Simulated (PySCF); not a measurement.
# A diatomic session: CsBi

One table from this session's results is given with a row withheld; the runs are named, their logs left out.

The runs use PySCF 2.14.0; Cs def2-SVP with ECP46, Bi def2-SVP with ECP60, scalar-relativistic core potentials.

1 further run of the same task is left out (it didn't finish).

Set-up of the first run:

A driver script around PySCF takes these settings:

```yaml
atoms: Cs, Bi
charge: 0
basis: Cs def2-SVP with ECP46, Bi def2-SVP with ECP60
Hamiltonian: scalar-relativistic core potentials
basis_functions: 50
electrons_treated: 32
masses_in_u: 132.9054, 208.9804
levels: PBE0, PBE, r²SCAN, r²SCANh, PW91, TPSSh, HSE06, HF, MP2, SCS-MP2
grid: 80 radial by 434 angular points
occupations: held fixed by the projection of orbital angular momentum
dissociation_limit: Cs + Bi, each in its ground configuration
starting_distance_in_angstrom: 3.665
values_of_2S_to_try: 0, 2, 4
```

The run is started by

```
$ OMP_NUM_THREADS=1 python dia.py task.json out
```

Among the steps run: Input; The PBE0 curve of the state that the search chose; Higher solutions at PBE0; PBE; r²SCAN (meta-GGA); r²SCANh (hybrid meta-GGA); PW91 (GGA); TPSSh (hybrid meta-GGA); HSE06 (range-separated hybrid); ROHF (mean field).

One table of the session follows, with a row left open; its other results are not shown here.

It belongs to the step «Constants by level of theory». 

```
       level  Re (Å)  ωe (cm⁻¹)  De (eV)  μ (D)
        ROHF       ?          ?        ?      ?
    ROHF-MP2   3.766       81.1     0.55    n/a
ROHF-SCS-MP2   3.783       79.8     0.54    n/a
         PBE   3.757       74.8     1.13  -8.23
        PW91   3.748       75.9     1.18  -8.35
      r²SCAN   3.774       75.2     1.04  -9.58
       TPSSh   3.756       76.9     1.18  -9.56
     r²SCANh   3.764       76.4     1.02  -9.90
        PBE0   3.736       78.1     1.04  -9.50
       HSE06   3.741       77.9     1.10  -9.35
```

Q: Estimate the row for ROHF from the others.

The run gave: Re (Å): 3.832; ωe (cm⁻¹): 78.1; De (eV): 0.066; μ (D): -12.35. In the column «Re (Å)» it is the highest.

De is counted to Cs + Bi in their ground configurations.
